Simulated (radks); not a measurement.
# Excited configurations of Ce³⁺

One table from this session's results is given with a row withheld; the runs are named, their logs left out.

The numbers are computed with radks (a radial shooting solver on a logarithmic mesh, Libxc functionals) version 1 (Dirac Kohn-Sham, PBE, spin-unpolarised, spherical densities, finite nucleus; open shells are shared between the two j in proportion to 2j + 1), except any that are marked as measured or tabulated.

## Starting point

| Item | Value |
| --- | --- |
| element | cerium (Z = 58) |
| charge | +3 |
| electrons | 55 |
| configuration | [Xe] 4f1 |
| nuclear rms radius | 4.8771 fm |

The outer shells:

Ce³⁺
```
[Xe] core
4f [↑ ][  ][  ][  ][  ][  ][  ]
```

Set-up of the first run:

Input:

```text
Z 58
configuration [Xe] 4f1
relativity Dirac
functional pbe,pbe
spin unpolarised
j_filling average
nucleus finite rms 4.8771 fm
c 137.035999084
```

Among the steps run: Ground configuration: [Xe] 4f1.

One of the session's tables, all rows but one given; the rest of the session is left out.

It belongs to the step «Ground configuration: [Xe] 4f1». Sizes of the orbitals, from the radial functions (bohr):

```
level     <r>  outermost maximum (interpolated)  90 % within  nodes
4p3/2  0.6832                             0.627        0.993      2
4d3/2  0.7385                             0.648         1.11      1
4d5/2  0.7482                             0.656         1.12      1
5s1/2   1.503                              1.37         2.15      4
5p1/2   1.667                              1.49         2.41      3
5p3/2       ?                                 ?            ?      ?
4f5/2   1.055                             0.704         1.80      0
4f7/2   1.065                             0.709         1.82      0
```

**Question.** Estimate the row for 5p3/2.

The run gave: <r>: 1.738; outermost maximum (interpolated): 1.55; 90 % within: 2.51; nodes: 3. In the column «<r>» it is the highest.

Limits of these values: Spin polarisation and multiplet splitting are left out, so open shells lie too high by an amount that depends on their filling.
